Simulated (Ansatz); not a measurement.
# CH3ClOS2W: a ladder of functionals and wavefunction methods

One table from this session's results is given with a row withheld; the runs are named, their logs left out.

The runs use Ansatz 0.2.0, Gaussian basis; functionals in def2-TZVPP, the program's frozen cores in correlated methods.

Levels to be run: LDA (SPW92), PBE-D4, revPBE-D4, BLYP-D4, r2SCAN-D4, B97M-V, PBE0-D4, B3LYP-D4, r2SCANh-D4, r2SCAN0-D4, HSE06-D4, BHLYP-D4, CAM-B3LYP-D4, LC-ωPBE, ωB97X-V, ωB97M-V, B2PLYP, PBE-QIDH; CCSD(T)/def2-SVP; CCSD(T)/def2-TZVPP; MP2/def2-QZVPP; extrapolation to the limit; RPA on PBE.

**The geometry**

All runs share one geometry, relaxed beforehand with PBE0-D4 in a triple-zeta def2 set. W takes the def2 core potential; no spin-orbit term is included.

SMILES `C[O][W](=[S])(=[S])[Cl]`, 9 atoms, charge 0, spin multiplicity 1.

Atoms are counted from 1 here; the program's logs count them from 0.

Bond lengths: C1–O2 1.404 Å, C1–H7 1.091 Å, C1–H8 1.093 Å, C1–H9 1.093 Å, O2–W3 1.829 Å, W3–S4 2.122 Å, W3–S5 2.122 Å, W3–Cl6 2.258 Å. Angles: O2–C1–H7 108.3°, O2–C1–H8 109.6°, O2–C1–H9 109.7°, H7–C1–H8 109.7°, H7–C1–H9 109.7°, H8–C1–H9 109.8°, C1–O2–W3 145.4°, O2–W3–S4 108.3°, O2–W3–S5 108.3°, O2–W3–Cl6 111.3°, S4–W3–S5 108.2°, S4–W3–Cl6 110.4°, S5–W3–Cl6 110.4°.

Geometry (Å):

```
C     0.87084   -1.37809   -0.16518
O     0.35755   -0.21900    0.43905
W    -0.73855    1.22996    0.22917
S    -2.67967    0.52918   -0.26260
S    -0.01824    2.38065   -1.40142
Cl   -0.80715    2.48366    2.10611
H     1.52436   -1.87731    0.55195
H     1.44174   -1.10546   -1.05615
H     0.04911   -2.04358   -0.44093
```

The first run:

in.yaml reads:

```yaml
crystal:
  periodic: [false, false, false]
  atoms:
    - {symbol: C, position_ang: [0.870845, -1.378087, -0.165178]}
    - {symbol: O, position_ang: [0.357552, -0.219004, 0.439047]}
    - {symbol: W, position_ang: [-0.738554, 1.229959, 0.229165]}
    - {symbol: S, position_ang: [-2.679671, 0.529176, -0.262595]}
    - {symbol: S, position_ang: [-0.018239, 2.380648, -1.401419]}
    - {symbol: Cl, position_ang: [-0.807151, 2.483662, 2.106111]}
    - {symbol: H, position_ang: [1.524363, -1.877306, 0.551953]}
    - {symbol: H, position_ang: [1.441743, -1.105460, -1.056151]}
    - {symbol: H, position_ang: [0.049113, -2.043578, -0.440932]}
basis:
  gaussian: {orbitals: def2-TZVPP}
hamiltonian: {xc: lda}
output: {orbitals: {seedname: orbitals}}
```

Launch:

```console
> ansatz run in.yaml --threads 4 --pin off --events-out ev --progress --plain --max-ram 11315MiB
```

Among the steps run: LDA; PBE-D4 (GGA); revPBE-D4 (GGA); BLYP-D4 (GGA); r2SCAN-D4 (meta-GGA); B97M-V (meta-GGA); B3LYP-D4 (hybrid); r2SCANh-D4 (hybrid); r2SCAN0-D4 (hybrid); HSE06-D4 (hybrid); BHLYP-D4 (hybrid); CAM-B3LYP-D4 (range-separated); LC-ωPBE (range-separated); ωB97X-V (range-separated); ωB97M-V (range-separated); B2PLYP (double hybrid); PBE-QIDH (double hybrid).

One of the session's tables, all rows but one given; the rest of the session is left out.

It belongs to the step «Orbital energies across the functionals». 

```
  functional  HOMO (eV)  LUMO (eV)  gap (eV)
 LDA (SPW92)          ?          ?         ?
      PBE-D4      -6.12      -3.44      2.68
   revPBE-D4      -6.07      -3.37      2.70
     BLYP-D4      -5.93      -3.28      2.65
   r2SCAN-D4      -6.40      -3.43      2.97
      B97M-V      -6.44      -3.38      3.07
     PBE0-D4      -7.22      -2.77      4.45
    B3LYP-D4      -6.97      -2.92      4.05
  r2SCANh-D4      -6.80      -3.17      3.63
  r2SCAN0-D4      -7.40      -2.76      4.64
    HSE06-D4      -6.83      -3.14      3.69
    BHLYP-D4      -8.14      -1.90      6.24
CAM-B3LYP-D4      -8.38      -1.73      6.65
     LC-ωPBE      -9.67      -0.75      8.91
     ωB97X-V      -9.34      -0.78      8.56
     ωB97M-V      -9.18      -0.77      8.41
```

**Question.** Estimate the row for LDA (SPW92).

**Answer.** HOMO (eV): -6.27; LUMO (eV): -3.63; gap (eV): 2.64. In the column «HOMO (eV)» it lies between r2SCAN-D4 (-6.40) and PBE-D4 (-6.12).
